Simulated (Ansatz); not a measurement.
CFI2, SMILES F[C](I)I, a ladder of methods at one geometry

Program: Ansatz 0.2.0, Python API.

Run as a notebook:

**Cell 1**
```python
import ansatz as az

geometry_ang = [
    ("F", [1.5185, -0.0761, 0.346]),
    ("C", [0.1513, -0.0118, 0.0329]),
    ("I", [-1.2116, -0.8716, 1.2663]),
    ("I", [-0.4028, 0.8992, -1.6654]),
]
mol = az.Crystal.molecule()
for symbol, xyz in geometry_ang:
    mol = mol.atom(symbol, xyz)
```

**Cell 2**
```python
base = (
    mol.calculation()
    .basis(gaussian="def2-SVP")
    .spin("collinear", total=1)
    .accuracy("high")
)
```

**Cell 3**
```python
methods = ["mp2", "ccsd", "ccsd_t"]
reports = [base.correlation(m).run(threads=1, pin="off").report for m in methods]
print(f"Hartree-Fock reference {reports[0]['reference_energy_ev'] / 27.211386246:.6f} Ha")
best = reports[-1]["free_energy_ev"] - reports[-1]["reference_energy_ev"]
for method, each in zip(methods, reports):
    gained = each["free_energy_ev"] - each["reference_energy_ev"]
    print(f"{method:8s} total {each['free_energy_ev'] / 27.211386246:.6f} Ha  correlation {gained:9.4f} eV  ({100 * gained / best:.1f} % of the last)")
```
Output:
```text
Hartree-Fock reference -730.402672 Ha
mp2      total -730.936313 Ha  correlation  -14.5211 eV  (93.2 % of the last)
ccsd     total -730.959785 Ha  correlation  -15.1598 eV  (97.3 % of the last)
ccsd_t   total -730.975163 Ha  correlation  -15.5783 eV  (100.0 % of the last)
```

These settings explore the input space; basis and method may be short of convergence. The geometry is a force-field or estimated start, not a minimum of this method, and the basis set is short of its limit. A lower total doesn't mark the better method: functionals have no common bound, and MP2 and coupled cluster aren't variational. def2 sets replace the cores of elements past krypton by effective core potentials. The run takes the species as open-shell (spin multiplicity 2), which needn't be its ground state. Inner cores stay frozen; a filled d shell under the valence of the heavier atoms is correlated with it. The whole script took 3.4 min on 1 thread of Arm Neoverse V2, on a shared host, peak memory 1 GiB.
